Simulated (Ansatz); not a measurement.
**Cu: a strain scan**

This session takes Cu and sets out to see how energy and stress answer to the strain pattern (1, 1, 0, 0, 0, 0).

Computed with Ansatz 0.2.0 (DFT PBEsol, scalar-relativistic, plane waves, PAW, unless a step's input says otherwise).

### 1 Starting point

Symmetry: I4/mmm, No. 139, tetragonal system. The conventional cell has a = 2.886 Å, b = 2.886 Å, c = 2.752 Å, α = 90.00°, β = 90.00°, γ = 90.00°. Around Cu (site symmetry 4/mmm) lie 10 Cu at 2.46 to 2.75 Å.

Coordinates:

```
Cu
1.0
    -1.44279    1.44279    1.37608
     1.44279   -1.44279    1.37608
     1.44279    1.44279   -1.37608
Cu
1
Direct
  0.00000 0.00000 0.00000
```

It goes back to an entry of the Materials Project, which need not be the stable form.

The cell is taken as given, not relaxed at this level.

### 2 The reference cell

The reference gives a free energy of -6588.7351 eV, pressure -1.43 GPa, largest force 0.000 eV/Å and gap on the mesh none (metal). It was computed beforehand with the settings of the runs below.

### 3 Next: a strain scan

The cell is strained by ε times the Voigt pattern (1, 1, 0, 0, 0, 0) (xx, yy, zz, yz, xz, xy; engineering shear), with fractional coordinates fixed (clamped ions). The stress on the pattern is the sum of the stress components weighted by it, tension positive.

### 4 Point ε = -0.1000

input.yaml

```yaml
crystal:
  lattice:
    - [-1.298513988, 1.298513988, 1.37608145]
    - [1.298513988, -1.298513988, 1.37608145]
    - [1.298513988, 1.298513988, -1.37608145]
  atoms:
    - { symbol: Cu, position: [0.0, 0.0, 0.0] }
basis:
  ecutwfc: 420
kpoints:
  mp_grid: { grid: [24, 24, 24] }
hamiltonian:
  xc: pbesol
scf:
  occupations: { method: gaussian, width: 0.15 }
output:
  forces: true
  stress: true
  eigenvalues: true
```

Run with:

```console
> ansatz run input.yaml --threads 1 --pin off --max-ram 2560MiB --backend cpu --events-out ev --progress --plain --runs-dir out
```

### 5 ε = 0.0750

input.yaml: that of step 4 with these lines changed.

```diff
@@ -2,5 +2,5 @@
   lattice:
-    - [-1.298513988, 1.298513988, 1.37608145]
-    - [1.298513988, -1.298513988, 1.37608145]
-    - [1.298513988, 1.298513988, -1.37608145]
+    - [-1.551002819, 1.551002819, 1.37608145]
+    - [1.551002819, -1.551002819, 1.37608145]
+    - [1.551002819, 1.551002819, -1.37608145]
   atoms:
```

### 6 ε = -0.0500

input.yaml: that of step 5 with these lines changed.

```diff
@@ -2,5 +2,5 @@
   lattice:
-    - [-1.551002819, 1.551002819, 1.37608145]
-    - [1.551002819, -1.551002819, 1.37608145]
-    - [1.551002819, 1.551002819, -1.37608145]
+    - [-1.370653654, 1.370653654, 1.37608145]
+    - [1.370653654, -1.370653654, 1.37608145]
+    - [1.370653654, 1.370653654, -1.37608145]
   atoms:
```

### 7 At ε = 0.0250

input.yaml

```yaml
crystal:
  lattice:
    - [-1.478863153, 1.478863153, 1.37608145]
    - [1.478863153, -1.478863153, 1.37608145]
    - [1.478863153, 1.478863153, -1.37608145]
  atoms:
    - { symbol: Cu, position: [0.0, 0.0, 0.0] }
basis:
  ecutwfc: 420
kpoints:
  mp_grid: { grid: [24, 24, 24] }
hamiltonian:
  xc: pbesol
scf:
  occupations: { method: gaussian, width: 0.15 }
output:
  forces: true
  stress: true
  eigenvalues: true
  write_density: true
  write_potential: true
  elf: true
  volumetric_format: npy
```

### 8 At ε = 0.1000

input.yaml: that of step 7 with these lines changed.

```diff
@@ -2,5 +2,5 @@
   lattice:
-    - [-1.478863153, 1.478863153, 1.37608145]
-    - [1.478863153, -1.478863153, 1.37608145]
-    - [1.478863153, 1.478863153, -1.37608145]
+    - [-1.587072652, 1.587072652, 1.37608145]
+    - [1.587072652, -1.587072652, 1.37608145]
+    - [1.587072652, 1.587072652, -1.37608145]
   atoms:
```

### 9 ε = -0.0750

input.yaml

```yaml
crystal:
  lattice:
    - [-1.334583821, 1.334583821, 1.37608145]
    - [1.334583821, -1.334583821, 1.37608145]
    - [1.334583821, 1.334583821, -1.37608145]
  atoms:
    - { symbol: Cu, position: [0.0, 0.0, 0.0] }
basis:
  ecutwfc: 420
kpoints:
  mp_grid: { grid: [24, 24, 24] }
hamiltonian:
  xc: pbesol
scf:
  occupations: { method: gaussian, width: 0.15 }
output:
  forces: true
  stress: true
  eigenvalues: true
```

### 10 Point ε = 0.0500

input.yaml: that of step 9 with these lines changed.

```diff
@@ -2,5 +2,5 @@
   lattice:
-    - [-1.334583821, 1.334583821, 1.37608145]
-    - [1.334583821, -1.334583821, 1.37608145]
-    - [1.334583821, 1.334583821, -1.37608145]
+    - [-1.514932986, 1.514932986, 1.37608145]
+    - [1.514932986, -1.514932986, 1.37608145]
+    - [1.514932986, 1.514932986, -1.37608145]
   atoms:
```

### 11 ε = -0.0250

input.yaml: that of step 10 with these lines changed.

```diff
@@ -2,5 +2,5 @@
   lattice:
-    - [-1.514932986, 1.514932986, 1.37608145]
-    - [1.514932986, -1.514932986, 1.37608145]
-    - [1.514932986, 1.514932986, -1.37608145]
+    - [-1.406723487, 1.406723487, 1.37608145]
+    - [1.406723487, -1.406723487, 1.37608145]
+    - [1.406723487, 1.406723487, -1.37608145]
   atoms:
```

### 12 ε = 0.0875

input.yaml: that of step 11 with these lines changed.

```diff
@@ -2,5 +2,5 @@
   lattice:
-    - [-1.406723487, 1.406723487, 1.37608145]
-    - [1.406723487, -1.406723487, 1.37608145]
-    - [1.406723487, 1.406723487, -1.37608145]
+    - [-1.5690377355, 1.5690377355, 1.37608145]
+    - [1.5690377355, -1.5690377355, 1.37608145]
+    - [1.5690377355, 1.5690377355, -1.37608145]
   atoms:
```

(Steps that only read results are left out.)

**Question.** What will these runs give? Wanted: slope of the stress at ε = 0, over ±0.0250.

The runs gave:

| quantity | value |
| --- | --- |
| slope of the stress at ε = 0, over ±0.0250 | 635 GPa |

In words: The slope of the stress at zero strain, 635 GPa, estimates C11 + C22 + 2 C12 with clamped ions in this Cartesian frame. The reference stands under -1.4 GPa, so this is no zero-stress constant. The undisturbed cell stays the lowest of the sampled points. Compression costs more than tension: 291.6 against 188.4 meV/atom at the ends.
